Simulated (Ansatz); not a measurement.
Predict the output of the script below (the Ansatz DFT code, driven from Python).

The script, `field_ch5albga.py`:
```python
'''Dipole of CH5AlBGa in the field of point charges.'''

import ansatz
import numpy as np

geometry_ang = [
    ('B', [-0.5891, 1.4357, -0.5756]),
    ('Ga', [-0.8362, -0.8571, -1.0061]),
    ('C', [1.1261, -0.3957, 0.13]),
    ('Al', [-0.5108, -0.8704, 0.9724]),
    ('H', [-0.7989, 1.3972, -1.7724]),
    ('H', [-0.3189, 2.525, -0.1034]),
    ('H', [1.9434, -0.2373, 0.9425]),
    ('H', [1.5281, -1.2009, -0.5319]),
    ('H', [-1.4552, -1.8429, 1.9275]),
]
molecule = ansatz.Crystal.molecule()
for symbol, xyz in geometry_ang:
    molecule = molecule.atom(symbol, xyz)

model = (
    molecule.calculation()
    .basis(gaussian='def2-SVP')  # atom-centred Gaussian functions
    .correlation('mp2')  # correlation on top of the mean field
    .scf(lower_state_search='off')
    .forces()  # eV per angstrom
)
# charges +q and -q at -R and +R make a nearly even field 2 k q / R^2 at the centre
centre = np.mean([site.position_ang for site in molecule.cartesian_sites], axis=0)
field = 2 * 14.399645 * 2.0 / 25.0 ** 2


def dipole(axis, sign):
    arm = 25.0 * np.eye(3)[axis]
    pair = [{'charge': sign * 2.0, 'position_ang': (centre - arm).tolist()}, {'charge': -sign * 2.0, 'position_ang': (centre + arm).tolist()}]
    deck = model.input().set(ansatz.key.basis.gaussian.point_charges, pair)
    return np.array(ansatz.Session.from_dict(deck).plan().execute().report['charge_distribution']['dipole_moment_e_ang'])


print(f'field {field:.4f} V/A')
alpha = np.array([(dipole(axis, 1) - dipole(axis, -1)) / (2 * field) * 14.399645 for axis in range(3)])
print('polarisability tensor (A^3)')
print(np.array2string(alpha, precision=3, suppress_small=True))
print(f'mean {np.trace(alpha) / 3:.3f} A^3 = {np.trace(alpha) / 3 / 0.14818471:.2f} bohr^3')
```

Running `python field_ch5albga.py` prints:
```text
field 0.0922 V/A
polarisability tensor (A^3)
[[12.958  0.219  1.221]
 [ 0.222 16.332 -0.187]
 [ 1.218 -0.16  16.509]]
mean 15.266 A^3 = 103.02 bohr^3
```

Caveats:
- These settings explore the input space; basis and method may be short of convergence.
- The geometry is a force-field or estimated start, not a minimum of this method, and the basis set is short of its limit. The field of two point charges is only nearly even.
- Without diffuse functions polarisabilities are unreliable, as a rule too low, and they change with the bond lengths of this unrelaxed start.
- It ran for 31 s on 1 thread of Arm Neoverse V1, on a shared host, peak memory 0.3 GiB.

(Lines on the test bed's own set-up are left out of the output.)
